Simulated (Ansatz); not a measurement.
# Re: response to strain

Re is deformed so: zz strain of +1 %. What stress and forces result, by LAPW, PAW and all-electron datasets made for the crystal?

Computed with Ansatz 0.2.0 (DFT LDA, scalar-relativistic, unless a step's input says otherwise).

### Step 1. The structure to begin with

It takes space group P6_3/mmc (No. 194, hexagonal). The conventional cell has a = 2.603 Å, b = 2.603 Å, c = 4.162 Å, α = 90.00°, β = 90.00°, γ = 120.00°. Re (site symmetry -6m2) has 12 Re at 2.57 to 2.60 Å as nearest neighbours.

As a file:

```xyz
2
Lattice="2.6029 0.0000 0.0000 -1.3015 2.2542 0.0000 0.0000 0.0000 4.1620" Properties=species:S:1:pos:R:3 pbc="T T T"
Re    0.0000    1.5028    1.0405
Re    1.3015    0.7514    3.1215
```

Atoms are numbered in the order of the input: Re1, Re2.

### Step 2. After the deformation

Space group P6_3/mmc before, P6_3/mmc after.

### Step 3. Full-potential LAPW

input.yaml

```yaml
crystal:
  lattice:
    - [2.6029010724, 0.0, 0.0]
    - [-1.3014505362, 2.2541784522, 0.0]
    - [0.0, 0.0, 4.20362]
  atoms:
    - { symbol: Re, position: [0.3333333333, 0.6666666667, 0.25] }
    - { symbol: Re, position: [0.6666666667, 0.3333333333, 0.75] }
kpoints:
  mp_grid: { grid: [14, 14, 8] }
  band_path:
    path:
      - [0.0, 0.0, 0.0]
      - [0.5, 0.0, 0.0]
      - [0.3333333333, 0.3333333333, 0.0]
      - [0.0, 0.0, 0.0]
      - [0.0, 0.0, 0.5]
      - [0.5, 0.0, 0.5]
      - [0.3333333333, 0.3333333333, 0.5]
      - [0.0, 0.0, 0.5]
      - [0.5, 0.0, 0.5]
    npoints: 5
scf:
  occupations: { method: fermi_dirac, width: 0.05 }
hamiltonian:
  xc: lda
  pseudopotentials: { kind: all_electron, lapw: { basis_error: 0.00025 } }
output:
  forces: true
  stress: true
  eigenvalues: true
```

Command:

```
> ansatz run input.yaml --threads 1 --pin off --max-ram 3072MiB --backend cpu --events-out ev --progress --plain --runs-dir out
```

### Step 4. Frozen-core PAW

input.yaml

```yaml
crystal:
  lattice:
    - [2.6029010724, 0.0, 0.0]
    - [-1.3014505362, 2.2541784522, 0.0]
    - [0.0, 0.0, 4.20362]
  atoms:
    - { symbol: Re, position: [0.3333333333, 0.6666666667, 0.25] }
    - { symbol: Re, position: [0.6666666667, 0.3333333333, 0.75] }
kpoints:
  mp_grid: { grid: [14, 14, 8] }
scf:
  occupations: { method: fermi_dirac, width: 0.05 }
hamiltonian:
  xc: lda
  pseudopotentials: { kind: paw }
output:
  forces: true
  stress: true
  eigenvalues: true
  efg: { contact_densities: true }
```

### Step 5. Datasets made for this crystal

Changes to input.yaml since step 4:

```diff
@@ -14,3 +14,3 @@
   xc: lda
-  pseudopotentials: { kind: paw }
+  pseudopotentials: { kind: all_electron, datasets: crystal }
 output:
```

(Steps that only read results are left out.)

Q: Predict the outcome of this session. Wanted: pressure; largest shear or deviatoric stress.

**Answer**, as computed:

| quantity | value |
| --- | --- |
| pressure | LAPW 83.77, PAW 84.10, crystal datasets 83.77 GPa |
| largest shear or deviatoric stress (LAPW) | 0.61 GPa |

**Reading.** The largest part of the stress beyond the pressure is 0.61 GPa in size, in the zz component; the atoms are carried along and not relaxed. No run of the undeformed cell stands beside it, so the pressure holds what the given cell had before the change. PAW: stress within 0.35 GPa of LAPW. Crystal datasets: stress within 0.01 GPa of LAPW. Spin-orbit coupling is left out, though the cell holds Re; in elements this heavy it can shift bands and gaps by tenths of an eV.
